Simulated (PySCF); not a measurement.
**CH10OSSi3: electronic excitations**

What electronic excitations should CH10OSSi3 (`C[Si@@H](S)[SiH2]O[SiH3]`) show?

Programs: PySCF 2.14.0, with density-fitted response routines of our own. Each step states its level of theory. These are calculated values for one molecule in the gas phase, unless marked as measured. Atoms count from 0, in the outputs and in this text.

**1. The molecule as given**

16 atoms, charge 0, multiplicity 1; geometry from: GFN2-xTB.

Bonds of the start (Å): C0–Si1 1.90, Si1–S2 2.18, Si1–Si3 2.31, Si3–O4 1.62, O4–Si5 1.62, C0–H6 1.09, C0–H7 1.09, C0–H8 1.09, Si1–H9 1.48, S2–H10 1.32, Si3–H11 1.47, Si3–H12 1.47, Si5–H13 1.46, Si5–H14 1.46, Si5–H15 1.46.

**2. Excited states and response: CAM-B3LYP/def2-SVPD**

What the job is given:

```
{"job": {"kind": "uv", "xc": "CAM-B3LYP", "basis": "def2-SVPD", "nstates": 8, "ntriplets": 3}, "charge": 0, "multiplicity": 1}
C     -2.257676     0.745593     0.927236
Si    -1.247300    -0.824922     0.566583
S     -2.689303    -2.122203    -0.424922
Si     0.581393    -0.482344    -0.797403
O      1.570680     0.368494     0.165833
Si     2.903861     1.125520     0.688804
H     -3.125564     0.531124     1.545688
H     -1.650838     1.484552     1.442597
H     -2.619437     1.195470     0.005359
H     -0.998631    -1.503647     1.852786
H     -1.846943    -3.096038    -0.730586
H      1.302098    -1.695766    -1.209713
H      0.364332     0.323212    -2.005674
H      3.760944     0.099898     1.276996
H      3.545375     1.777794    -0.449854
H      2.399410     2.082206     1.669826
```

Level: TDDFT CAM-B3LYP/def2-SVPD, vertical, gas phase, core orbitals frozen in the response.

Started as:

```console
OMP_NUM_THREADS=1 python probes_run.py task.json out
```

This one command runs all jobs of the session in turn.

Predict these results of the whole session: lowest singlet (CAM-B3LYP/def2-SVPD); brightest single state of those computed; lowest triplet; surface potential, 1st and 99th percentile.

**Answer**, as computed:

| quantity | value |
| --- | --- |
| lowest singlet (CAM-B3LYP/def2-SVPD) | 5.50 eV (225 nm), f = 0.015 |
| brightest single state of those computed | state 7, 7.26 eV, f = 0.052 |
| lowest triplet | 5.11 eV |
| surface potential, 1st and 99th percentile | -0.92 V and 1.42 V |

What this shows: The first singlet state (HOMO→LUMO 0.81) lies at 5.50 eV and is weak; of the 8 states computed, the strongest absorption comes from state 7 at 7.26 eV. The lowest triplet lies 0.39 eV below the lowest singlet (triplets in Tamm-Dancoff, singlets in full TDDFT).
